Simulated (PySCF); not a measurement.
# C₅H₅GeNS: electronic excitations

What electronic excitations should C₅H₅GeNS (`N#[C][GeH2][c]1cccs1`) show?

Programs: PySCF 2.14.0, with density-fitted response routines of our own. Each step states its level of theory. These are calculated values for one molecule in the gas phase, unless marked as measured. Atoms count from 0, in the outputs and in this text.

## 1. The molecule as given

13 atoms, charge 0, multiplicity 1; geometry from: GFN2-xTB.

Bonds of the start (Å): N0–C1 1.14, C1–Ge2 1.91, Ge2–C3 1.93, C3–C4 1.37, C4–C5 1.41, C5–C6 1.36, C6–S7 1.72, S7–C3 1.73, Ge2–H8 1.50, Ge2–H9 1.50, C4–H10 1.08, C5–H11 1.08, C6–H12 1.07.

## 2. Ultraviolet spectrum: CAM-B3LYP/def2-SVPD

Job settings and geometry (Å):

```
{"job": {"kind": "uv", "xc": "CAM-B3LYP", "basis": "def2-SVPD", "nstates": 8, "ntriplets": 3}, "charge": 0, "multiplicity": 1}
N      3.262124     1.694020    -1.023899
C      2.754015     0.852285    -0.437928
Ge     1.891383    -0.550070     0.536110
C     -0.004891    -0.336118     0.245820
C     -0.654581     0.616696    -0.484461
C     -2.056311     0.461080    -0.476760
C     -2.455498    -0.607806     0.258405
S     -1.130401    -1.444214     0.955460
H      2.422605    -1.847338     0.003249
H      2.288621    -0.395051     1.974114
H     -0.136528     1.402613    -1.008765
H     -2.733271     1.115828    -0.995878
H     -3.451657    -0.961440     0.436806
```

Level: TDDFT CAM-B3LYP/def2-SVPD, vertical, gas phase, core orbitals frozen in the response.

On the command line:

```
> OMP_NUM_THREADS=1 python probes_run.py task.json out
```

This one command runs all jobs of the session in turn.

Predict these results of the whole session: lowest singlet (CAM-B3LYP/def2-SVPD); lowest triplet.

The runs gave:

| quantity | value |
| --- | --- |
| lowest singlet (CAM-B3LYP/def2-SVPD) | 5.60 eV (221 nm), f = 0.172 |
| lowest triplet | 3.72 eV |

What this shows: The first singlet state (HOMO→LUMO 0.88) lies at 5.60 eV and is bright. The lowest triplet lies 1.88 eV below the lowest singlet (triplets in Tamm-Dancoff, singlets in full TDDFT).
